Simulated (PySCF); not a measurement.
# C₆H₈N₂: magnetic properties

Wanted: magnetic properties for C₆H₈N₂ (`N#CC1=CC[C@H](N)C1`).

Programs: PySCF 2.14.0, with routines of our own; each step states its level. All values are computed. Atoms count from 0.

## 1. The starting structure

16 atoms, charge 0, multiplicity 1; geometry from: GFN2-xTB.

## 2. Magnetic properties: GIAO B3LYP/pcSseg-1

What the job is given:

```
{"job": {"kind": "mag", "xc": "B3LYP", "basis": "pcSseg-1", "isotopologues": 2}, "charge": 0, "multiplicity": 1}
N      3.481589     0.143573     1.487407
C      2.483653     0.182277     0.921460
C      1.256423     0.201145     0.240435
C      0.688330     1.256283    -0.348634
C     -0.616401     0.902775    -0.978174
C     -0.942264    -0.498641    -0.420303
N     -1.954635    -0.364383     0.608182
C      0.418265    -1.042196     0.091401
H      1.100052     2.250016    -0.390505
H     -1.406989     1.609305    -0.722527
H     -0.520189     0.889247    -2.066338
H     -1.359384    -1.150179    -1.192662
H     -2.221513    -1.269078     0.979200
H     -1.605849     0.201011     1.375617
H      0.311929    -1.582485     1.035285
H      0.879384    -1.719726    -0.631255
```

Method: GIAO B3LYP/pcSseg-1 magnetisability, rotational g tensor and spin-rotation constants, non-relativistic, gas phase.

Run with:

```
$ OMP_NUM_THREADS=1 python excited_run.py task.json out
```

This one command runs all jobs of the session in turn.

Log:

```text
coarse grid: 13600 points
cycle   1  E = -342.7477358325  dE =  1.174e+00  |g| = 5.682e-01  |ddm| = 3.808e+00
cycle   2  E = -342.5903145375  dE =  1.574e-01  |g| = 1.030e+00  |ddm| = 1.594e+00
cycle   3  E = -342.8123008289  dE = -2.220e-01  |g| = 2.405e-01  |ddm| = 1.103e+00
cycle   4  E = -342.8247156593  dE = -1.241e-02  |g| = 6.068e-02  |ddm| = 2.301e-01
cycle   5  E = -342.8254840448  dE = -7.684e-04  |g| = 1.482e-02  |ddm| = 7.353e-02
cycle   6  E = -342.8255291933  dE = -4.515e-05  |g| = 5.848e-03  |ddm| = 2.020e-02
cycle   7  E = -342.8255367228  dE = -7.529e-06  |g| = 1.942e-03  |ddm| = 6.792e-03
final grid: 132208 points
cycle   8  E = -342.8885676720  dE = -3.988e-05  |g| = 6.941e-03  |ddm| = 3.236e-02
cycle   9  E = -342.8885565855  dE =  1.109e-05  |g| = 9.762e-03  |ddm| = 1.558e-02
cycle  10  E = -342.8885791554  dE = -2.257e-05  |g| = 1.238e-03  |ddm| = 9.399e-03
cycle  11  E = -342.8885795127  dE = -3.574e-07  |g| = 4.026e-04  |ddm| = 1.390e-03
cycle  12  E = -342.8885795530  dE = -4.029e-08  |g| = 1.082e-04  |ddm| = 5.116e-04
cycle  13  E = -342.8885795546  dE = -1.604e-09  |g| = 7.215e-05  |ddm| = 1.476e-04
cycle  14  E = -342.8885795557  dE = -1.033e-09  |g| = 1.924e-05  |ddm| = 6.416e-05
cycle  15  E = -342.8885795557  dE = -8.072e-11  |g| = 3.222e-06  |ddm| = 1.974e-05
converged SCF energy = -342.8885795557

Magnetisability tensor (1e-30 J/T^2)
    -1218.13       19.71       55.98
       19.71    -1003.54      -26.29
       55.98      -26.29    -1217.50
isotropic -1146.39   principal values   -1277.66  -1161.96   -999.55
isotropic susceptibility -69.037 1e-6 cm^3/mol

Inertial axes            a          b          c
rot. const./GHz      4.7625     1.3397     1.1749
chi total           -71.375    -63.323    -72.413
chi diamagnetic    -364.208   -965.226  -1094.564
chi paramagnetic    292.833    901.903   1022.151
quadrupole/D A      -22.885     14.172      8.713
g nuclear            0.6378     0.5439     0.5502
g electronic        -0.6552    -0.5676    -0.5642
g total             -0.0174    -0.0237    -0.0140

Spin-rotation constants (kHz, H = +C I.J)
atom  isotope        aa         bb         cc
  0    14N        0.301      0.289      0.266
  6    14N        0.308      0.062      0.066
  8     1H       -0.302      0.047     -0.100
  9     1H       -0.292     -0.121     -0.035
 10     1H       -0.473     -0.081     -0.015
 11     1H       -0.216     -0.129     -0.021
 12     1H       -0.542      0.012     -0.144
 13     1H       -0.398     -0.171     -0.019
 14     1H       -0.536      0.027     -0.115
 15     1H       -0.522     -0.140      0.049
  1    13C*       0.104      0.579      0.533
  2    13C*       2.053      0.371      0.236
  3    13C*       2.274      0.502      0.263
  4    13C*       0.897      0.252      0.251
  5    13C*       0.939      0.269      0.260
  7    13C*       0.798      0.283      0.279
* in the singly substituted isotopologue

Isotopologues: g along a, b, c
2H    at 8,9,10,11,12,1    -0.0138    -0.0223    -0.0130
15N   at 0                 -0.0174    -0.0230    -0.0136
```

Run time: 23 s. Hardware: 1 thread of Intel Xeon 6975P-C, shared host; peak memory 0.79 GiB.

Key values:

| quantity | value |
| --- | --- |
| magnetisability | -1146·10⁻³⁰ J/T² |
| molar susceptibility | -69.0·10⁻⁶ cm³/mol |
| rotational g (a, b, c) | -0.0174, -0.0237, -0.0140 |

## 3. Magnetic properties: GIAO BP86/pcSseg-0 in dichloromethane

Settings changed since step 2:

```diff
@@ -1,2 +1,2 @@
-{"job": {"kind": "mag", "xc": "B3LYP", "basis": "pcSseg-1", "isotopologues": 2}, "charge": 0, "multiplicity": 1}
+{"job": {"kind": "mag", "xc": "BP86", "basis": "pcSseg-0", "solvent": "dichloromethane"}, "charge": 0, "multiplicity": 1}
 N      3.481589     0.143573     1.487407
```

Level: GIAO BP86/pcSseg-0 magnetisability, non-relativistic, IEF-PCM dichloromethane.

Log:

```text
coarse grid: 13600 points
cycle   1  E = -342.1621570960  dE =  9.150e-01  |g| = 4.921e-01  |ddm| = 4.431e+00
cycle   2  E = -342.0168191776  dE =  1.453e-01  |g| = 9.535e-01  |ddm| = 2.168e+00
cycle   3  E = -342.2024050092  dE = -1.856e-01  |g| = 2.774e-01  |ddm| = 1.366e+00
cycle   4  E = -342.2194059392  dE = -1.700e-02  |g| = 6.055e-02  |ddm| = 3.175e-01
cycle   5  E = -342.2201593995  dE = -7.535e-04  |g| = 1.898e-02  |ddm| = 1.122e-01
cycle   6  E = -342.2202357478  dE = -7.635e-05  |g| = 8.318e-03  |ddm| = 3.708e-02
cycle   7  E = -342.2202530482  dE = -1.730e-05  |g| = 2.167e-03  |ddm| = 1.102e-02
cycle   8  E = -342.2202542218  dE = -1.174e-06  |g| = 7.546e-04  |ddm| = 4.246e-03
final grid: 132208 points
cycle   9  E = -342.1786941002  dE = -4.039e-05  |g| = 4.313e-03  |ddm| = 5.143e-02
cycle  10  E = -342.1786807633  dE =  1.334e-05  |g| = 8.057e-03  |ddm| = 1.565e-02
cycle  11  E = -342.1786979954  dE = -1.723e-05  |g| = 1.856e-03  |ddm| = 1.138e-02
cycle  12  E = -342.1786988350  dE = -8.396e-07  |g| = 3.273e-04  |ddm| = 2.152e-03
cycle  13  E = -342.1786988705  dE = -3.554e-08  |g| = 2.649e-04  |ddm| = 5.837e-04
cycle  14  E = -342.1786988664  dE =  4.131e-09  |g| = 2.118e-05  |ddm| = 3.153e-04
cycle  15  E = -342.1786988665  dE = -1.049e-10  |g| = 6.676e-06  |ddm| = 4.198e-05
converged SCF energy = -342.1786988665

Magnetisability tensor (1e-30 J/T^2)
    -1257.90       12.80       61.03
       12.80    -1055.82      -24.14
       61.03      -24.14    -1262.40
isotropic -1192.04   principal values   -1323.80  -1199.45  -1052.86
isotropic susceptibility -71.786 1e-6 cm^3/mol

Inertial axes            a          b          c
rot. const./GHz      4.7625     1.3397     1.1749
chi total           -73.689    -66.548    -75.122
chi diamagnetic    -362.541   -968.480  -1097.015
chi paramagnetic    288.852    901.933   1021.893
quadrupole/D A      -28.002     17.412     10.590
```

Run time: 8.5 s. Hardware: 1 thread of Intel Xeon 6975P-C, shared host; peak memory 0.5 GiB.

From this job:

| quantity | value |
| --- | --- |
| magnetisability | -1192·10⁻³⁰ J/T² |
| molar susceptibility | -71.8·10⁻⁶ cm³/mol |

## 4. Results

| quantity | value |
| --- | --- |
| magnetisability (step 2, GIAO B3LYP/pcSseg-1) | -1146·10⁻³⁰ J/T² |
| molar susceptibility (step 2, GIAO B3LYP/pcSseg-1) | -69.0·10⁻⁶ cm³/mol |
| rotational g (a, b, c) (step 2, GIAO B3LYP/pcSseg-1) | -0.0174, -0.0237, -0.0140 |

**Reading.** The values above hold for this geometry and these levels alone. Vibrational averaging and real surroundings are missing from these values.
